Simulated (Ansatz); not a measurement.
From input file to script: BrH₃Si, SMILES [SiH3]Br in Ansatz 0.2.0.

```yaml
crystal:
  periodic: [false, false, false]
  atoms:
    - { symbol: Si, position_ang: [-0.0928, 0.0002, -0.0283] }
    - { symbol: Br, position_ang: [1.8558, -0.7264, 0.5082] }
    - { symbol: H, position_ang: [-1.0917, -0.1002, 1.1043] }
    - { symbol: H, position_ang: [-0.5916, -0.719, -1.1969] }
    - { symbol: H, position_ang: [-0.0298, 1.4717, -0.4287] }
basis:
  gaussian:
    orbitals: def2-SVP
hamiltonian:
  xc: blyp
md:
  timestep: 0.5
  n_steps: 30
  ensemble: nvt_langevin
  temperature: 300.0
  friction: 0.01
  initial_velocities: maxwell_boltzmann
  seed: 11
```

Notebook, run cell by cell (the value of a cell's last expression is shown):

```python
import ansatz as az
import numpy as np
```

```python
BASIS = "def2-SVP"
XC = "BLYP"
N_STEPS = 30
TEMPERATURE_K = 300
```

```python
geometry_ang = [
    ("Si", (-0.0928, 0.0002, -0.0283)),
    ("Br", (1.8558, -0.7264, 0.5082)),
    ("H", (-1.0917, -0.1002, 1.1043)),
    ("H", (-0.5916, -0.719, -1.1969)),
    ("H", (-0.0298, 1.4717, -0.4287)),
]
system = az.Crystal.molecule()
for symbol, xyz in geometry_ang:
    system = system.atom(symbol, xyz)
```

```python
calculation = (
    system.calculation()
    .basis(gaussian=BASIS)
    .functional(XC)
    .md("nvt_langevin", timestep=0.5, steps=N_STEPS, temperature=TEMPERATURE_K, initial_velocities="maxwell_boltzmann", seed=11, friction=0.01)
)
frames = []
calculation.session().plan().execute(on_event=lambda e: frames.append(e["data"]) if e["event"] == "md_step" else None)
print("t (fs)   E_pot (eV)      E_kin (eV)   T (K)   d(0-1) (A)")
for f in frames[::3]:
    xyz = np.array(f["positions_ang"])
    print(f"{f['time_fs']:6.2f} {f['lagrangian_ev']:14.5f} {f['e_kin_ev']:10.5f} {f['temperature_k']:8.1f} {np.linalg.norm(xyz[0] - xyz[1]):9.4f}")
print("mean temperature", round(float(np.mean([f["temperature_k"] for f in frames])), 1), "K")
symbols = [site.symbol for site in system.cartesian_sites]
with open("last_frame.xyz", "w") as handle:
    handle.write(f"{len(symbols)}\nt = {frames[-1]['time_fs']} fs\n")
    handle.writelines("{:2s} {:10.5f} {:10.5f} {:10.5f}\n".format(s, *xyz) for s, xyz in zip(symbols, frames[-1]["positions_ang"]))
```

    t (fs)   E_pot (eV)      E_kin (eV)   T (K)   d(0-1) (A)
      0.00   -77962.85865    0.15511    240.0    2.1477
      1.50   -77962.85993    0.13105    202.8    2.1455
      3.00   -77962.84975    0.12890    199.4    2.1449
      4.50   -77962.82555    0.11002    170.2    2.1465
      6.00   -77962.80196    0.11651    180.3    2.1511
      7.50   -77962.78547    0.09376    145.1    2.1572
      9.00   -77962.78613    0.09200    142.4    2.1650
     10.50   -77962.80585    0.11568    179.0    2.1733
     12.00   -77962.83236    0.12664    196.0    2.1827
     13.50   -77962.85118    0.15175    234.8    2.1917
     15.00   -77962.87791    0.16255    251.5    2.1998
    mean temperature 189.3 K

Caveats:
- The settings weren't tested for convergence.
- The trajectory is only some femtoseconds long, so its temperature is not equilibrated; where the script doesn't relax first, it starts from a rough generated geometry.
- The printed temperature counts all 3N degrees of freedom under Langevin dynamics, so the first row lies under the target.
- Finished in 39 s on 1 thread of Arm Neoverse V1, with other jobs on the host, peak memory 0.18 GiB.

(Lines on the test bed's own set-up are left out of the output.)
